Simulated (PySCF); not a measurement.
**From one method to the next for SiI⁺**

Starting from one script, swap the method and compare what comes out for SiI⁺.

Program: PySCF 2.14.0. Level of theory: each script names its method and basis. These are calculated values, not measurements.

4 further runs of the same task are left out: 1 for a known fault of the program, 3 that didn't finish.

### 1 The system as given

SiI⁺: 2 atoms, charge 1, spin multiplicity 1.

Bond lengths: Si1–I2 2.399 Å.

### 2 The base run

Contents of input.py:

```python
from pyscf import gto, scf

mol = gto.M(
    atom='Si 0 0 0; I 0 0 2.399',
    basis='crenbl',
    ecp={'Si': 'crenbl', 'I': 'crenbl'},
    charge=1,
    spin=0,
    verbose=4,
)
mf = scf.RHF(mol)
mf.kernel()
mf.dip_moment()
print('orbital energies (hartree):', mf.mo_energy[..., max(0, mol.nelec[1]-3):mol.nelec[0]+3].round(4))
```

Run with:

```sh
> OMP_NUM_THREADS=1 python input.py
```

### 3 Geometry optimisation

Edit 1 changes step after the SCF: none → optimize.

input.py, as its differences from that of step 2:

```diff
@@ -1,2 +1,3 @@
 from pyscf import gto, scf
+from pyscf.geomopt.geometric_solver import optimize
 
@@ -12,3 +13,5 @@
 mf.kernel()
-mf.dip_moment()
+mol_eq = optimize(mf, maxsteps=30)
+print('optimised geometry (angstrom)')
+print(mol_eq.tostring('raw'))
 print('orbital energies (hartree):', mf.mo_energy[..., max(0, mol.nelec[1]-3):mol.nelec[0]+3].round(4))
```

### 4 MP2

Edit 2 changes step after the SCF: none → mp2.

input.py, as its differences from that of step 2:

```diff
@@ -1,2 +1,2 @@
-from pyscf import gto, scf
+from pyscf import gto, scf, mp
 
@@ -12,2 +12,3 @@
 mf.kernel()
+mp.MP2(mf).kernel()
 mf.dip_moment()
```

### 5 Population analysis

Edit 3 changes step after the SCF: none → analyze.

input.py, as its differences from that of step 2:

```diff
@@ -12,2 +12,3 @@
 mf.kernel()
+mf.mulliken_pop()
 mf.dip_moment()
```

### 6 M06l (RKS)

Edit 4 changes functional: none (Hartree–Fock) → m06l; SCF type: RHF → RKS; step after the SCF: none → analyze.

input.py, as its differences from that of step 2:

```diff
@@ -1,2 +1,2 @@
-from pyscf import gto, scf
+from pyscf import gto, dft
 
@@ -10,4 +10,5 @@
 )
-mf = scf.RHF(mol)
+mf = dft.RKS(mol, xc='m06l')
 mf.kernel()
+mf.mulliken_pop()
 mf.dip_moment()
```

Q: Predict the outcome of this session. Wanted: for each run, E(SCF); from base; gap; after the SCF.

The runs gave:

```tsv
run	E(SCF) (hartree)	from base (eV)	cycles	gap (eV)	after the SCF
base	-112.885307	0	10	9.99	n/a
geometry optimisation	-112.885307	0.0000	10	9.99	bond 2.392 Å, 0.000 eV
MP2	-112.885307	0.0000	10	9.99	MP2 correlation -7.465 eV
population analysis	-112.885307	0.0000	10	9.99	n/a
m06l (RKS)	-114.725377	not comparable	12	3.56	n/a
```

SCF columns refer to the geometry typed in the script.

Total energies of different functionals can't be compared with each other; differences within one functional can. The dearest run is “m06l (RKS)”, at 3.1 s against 0.86 s.
